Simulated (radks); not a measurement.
**Polarisabilities and dispersion coefficients of B²⁺, Be⁺, I²⁺ and others**

Aim: static dipole polarisabilities and C6 coefficients, each species in its NIST ground configuration. After each ground state the linear response is solved; its values go to the run's result record, not to the log. Response by self-consistent Sternheimer equations with the Hartree and adiabatic LDA kernel.

The numbers are computed with radks (a radial shooting solver on a logarithmic mesh, Libxc functionals) version 1 (non-relativistic Kohn-Sham, LDA (Slater exchange, Perdew-Wang correlation), spin-polarised, spherical densities, point nucleus; open shells are filled with parallel spins first), except any that are marked as measured or tabulated.

## 1. The atom as given

* species: B²⁺ ([He] 2s1), Be⁺ ([He] 2s1), I²⁺ ([Kr] 4d10 5s2 5p3), Co ([Ar] 3d7 4s2), As ([Ar] 3d10 4s2 4p3), Nb ([Kr] 4d4 5s1), Rh⁺ ([Kr] 4d8)

## 2. B²⁺, [He] 2s1

Settings of this run:

```text
Z 5
configuration [He] 2s1
relativity non-relativistic
functional lda,pw
spin polarised
nucleus point
response adiabatic LDA kernel
```

## 3. Be⁺, [He] 2s1

Settings, as their differences from step 2:

```diff
@@ -1,2 +1,2 @@
-Z 5
+Z 4
 configuration [He] 2s1
```

## 4. I²⁺, [Kr] 4d10 5s2 5p3

Settings, as their differences from step 3:

```diff
@@ -1,3 +1,3 @@
-Z 4
-configuration [He] 2s1
+Z 53
+configuration [Kr] 4d10 5s2 5p3
 relativity non-relativistic
```

## 5. Co, [Ar] 3d7 4s2

Settings of this run:

```text
Z 27
configuration [Ar] 3d7 4s2
relativity non-relativistic
functional lda,pw
spin polarised
nucleus point
response adiabatic LDA kernel
```

## 6. As, [Ar] 3d10 4s2 4p3

Settings of this run:

```text
Z 33
configuration [Ar] 3d10 4s2 4p3
relativity non-relativistic
functional lda,pw
spin polarised
nucleus point
response adiabatic LDA kernel
```

## 7. Nb, [Kr] 4d4 5s1

Settings of this run:

```text
Z 41
configuration [Kr] 4d4 5s1
relativity non-relativistic
functional lda,pw
spin polarised
nucleus point
response adiabatic LDA kernel
```

## 8. Rh⁺, [Kr] 4d8

Settings of this run:

```text
Z 45
configuration [Kr] 4d8
relativity non-relativistic
functional lda,pw
spin polarised
nucleus point
response adiabatic LDA kernel
```

**Question.** What will these runs give? Wanted: for each run, species; −ε(HOMO); α; α uncoupled; C6; C8; recommended α.

**Answer**, as computed:

```tsv
species	−ε(HOMO) (eV)	α (bohr³)	α uncoupled (bohr³)	C6 (hartree bohr⁶)	C8 (hartree bohr⁸)	recommended α (bohr³)
B²⁺	32.360	6.815	8.059	8.855	79.64	-
Be⁺	14.299	21.22	25.05	55.70	1155	-
I²⁺	25.456	14.31	24.71	100.1	-	-
Co	5.289	51.55	94.07	430.0	-	55
As	5.989	33.19	48.38	283.1	-	30
Nb	4.018	92.79	160.1	1032	-	98
Rh⁺	13.389	13.42	20.47	83.35	-	-
```

In words: Uncoupled leaves out the potential induced by the response; C6 and C8 are for like pairs. Nb is the most polarisable and B²⁺ the least, a factor 13.6 apart. For the pair Nb–B²⁺ the Casimir-Polder integral gives C6 = 94.16, the rule 2·Ca·Cb/(Ca·αb/αa + Cb·αa/αb) on the like-pair values 93.08. Against the recommended values (Schwerdtfeger and Nagle, 2023 table) the misses are Co -6 %, As +11 %, Nb -5 %. C8 is given only where no p, d or f shell is open. For heavy and open-shell atoms this level can miss by tens of per cent.
